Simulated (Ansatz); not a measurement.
# C₂H₇NOSi: a ladder of functionals and wavefunction methods

An exercise on one series of results from a longer session: the logs are not shown, and one member is left open.

Method: functionals in def2-TZVPP, the program's frozen cores in correlated methods; program: Ansatz 0.2.0, Gaussian basis.

The runs, in order: PBE-D4, r2SCAN-D4, PBE0-D4, B3LYP-D4, ωB97X-V, ωB97M-V, B2PLYP; CCSD(T)/def2-TZVPP; MP2/def2-QZVPP; extrapolation to the limit.

## The relaxed structure

The geometry comes from an earlier relaxation with PBE0-D4 in a triple-zeta def2 set; it is a stationary point, not always the lowest conformer.

SMILES `CN1[SiH2]C1O`, 12 atoms, charge 0, spin multiplicity 1.

Atoms are counted from 1 here; the program's logs count them from 0.

Bond lengths: C1–N2 1.438 Å, C1–H6 1.092 Å, C1–H7 1.098 Å, C1–H8 1.094 Å, N2–Si3 1.709 Å, N2–C4 1.441 Å, Si3–C4 1.863 Å, Si3–H9 1.487 Å, Si3–H10 1.483 Å, C4–O5 1.394 Å, C4–H11 1.094 Å, O5–H12 0.962 Å. Angles: N2–C1–H6 109.7°, N2–C1–H7 112.4°, N2–C1–H8 110.5°, H6–C1–H7 108.1°, H6–C1–H8 107.9°, H7–C1–H8 108.1°, C1–N2–Si3 143.5°, C1–N2–C4 124.7°, Si3–N2–C4 71.9°, N2–Si3–C4 47.3°, N2–Si3–H9 120.3°, N2–Si3–H10 116.8°, C4–Si3–H9 120.5°, C4–Si3–H10 125.0°, H9–Si3–H10 111.7°, N2–C4–Si3 60.7°, N2–C4–O5 117.8°, N2–C4–H11 116.2° and more.

Set-up of the first run:

in.yaml reads:

```yaml
crystal:
  periodic: [false, false, false]
  atoms:
    - {symbol: C, position_ang: [-1.494507, 0.020146, 0.673616]}
    - {symbol: N, position_ang: [-0.189429, 0.293168, 0.135264]}
    - {symbol: Si, position_ang: [1.472295, 0.357011, 0.528661]}
    - {symbol: C, position_ang: [0.518877, -0.569111, -0.776190]}
    - {symbol: O, position_ang: [0.390084, -0.318955, -2.141106]}
    - {symbol: H, position_ang: [-1.741637, 0.762069, 1.435547]}
    - {symbol: H, position_ang: [-1.557128, -0.975591, 1.133088]}
    - {symbol: H, position_ang: [-2.252798, 0.079041, -0.112420]}
    - {symbol: H, position_ang: [1.986627, -0.348950, 1.732405]}
    - {symbol: H, position_ang: [2.158370, 1.655079, 0.320612]}
    - {symbol: H, position_ang: [0.378167, -1.644559, -0.631599]}
    - {symbol: H, position_ang: [0.407978, 0.635453, -2.263775]}
basis:
  gaussian: {orbitals: def2-TZVPP}
hamiltonian: {xc: pbe, dispersion: d4}
output: {forces: true, orbitals: {seedname: orbitals}}
```

The run is started by

```bash
$ ansatz run in.yaml --threads 4 --pin off --events-out ev --progress --plain --max-ram 10444MiB
```

Steps of the session up to this table: PBE-D4 (GGA); r2SCAN-D4 (meta-GGA); PBE0-D4 (hybrid); B3LYP-D4 (hybrid); ωB97X-V (range-separated); ωB97M-V (range-separated); B2PLYP (double hybrid); CCSD(T) in def2-TZVPP; MP2 in def2-QZVPP.

One table of the session follows, with a row left open; its other results are not shown here.

| method | atomisation energy (kcal/mol) |
| --- | --- |
| PBE-D4 | 1062.0 |
| r2SCAN-D4 | 1036.5 |
| PBE0-D4 | 1038.4 |
| B3LYP-D4 | 1036.7 |
| ωB97X-V | 1040.8 |
| ωB97M-V | 1039.7 |
| B2PLYP | 1023.6 |
| HF/def2-TZVPP | 715.7 |
| MP2/def2-TZVPP | 1021.1 |
| CCSD/def2-TZVPP | 986.9 |
| CCSD(T)/def2-TZVPP | 1004.2 |
| MP2/CBS | 1051.8 |
| CCSD(T)/CBS | ? |

**Question.** Estimate the row for CCSD(T)/CBS.

**Answer.** atomisation energy (kcal/mol): 1034.9. In the column «atomisation energy (kcal/mol)» it lies between B2PLYP (1023.6) and r2SCAN-D4 (1036.5).
